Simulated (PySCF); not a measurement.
# CuH4O4 ([Cu(OH)4]-): the cost of one run

Programs: PySCF 2.14.0, with routines of our own; each step states its level. All values are computed. Atoms count from 0.

## (1) The system as given

9 atoms, charge -1, states of the metal's open shell are computed; geometry from: model geometry, bond lengths from ionic radii.

## (2) Ligand-field states: state-averaged CASSCF

What the job is given:

```
{"job": {"kind": "lf", "basis": {"metal": "x2c-TZVPall", "ligand": "x2c-SVPall"}, "nevpt": true}, "charge": -1, "metal": "Cu", "open_shell": "d8"}
Cu     0.000000     0.000000     0.000000
O      1.010363     1.010363     1.010363
H      0.756447     1.887817     1.322132
O     -1.010363    -1.010363     1.010363
H     -0.756447    -1.887817     1.322132
O     -1.010363     1.010363    -1.010363
H     -1.887817     0.756447    -1.322132
O      1.010363    -1.010363    -1.010363
H      1.887817    -0.756447    -1.322132
```

Method: state-averaged CASSCF of the metal d shell, SC-NEVPT2 on the averaged canonical orbitals, state-interaction spin-orbit coupling.

The run is started by

```
> OMP_NUM_THREADS=1 python lf_run.py task.json out
```

This one command runs all jobs of the session in turn.

**Question.** How long does this first job take on 1 thread of Arm Neoverse V1, shared host, and how much memory does it need?

About 6.7 s, with a peak of 0.29 GiB.
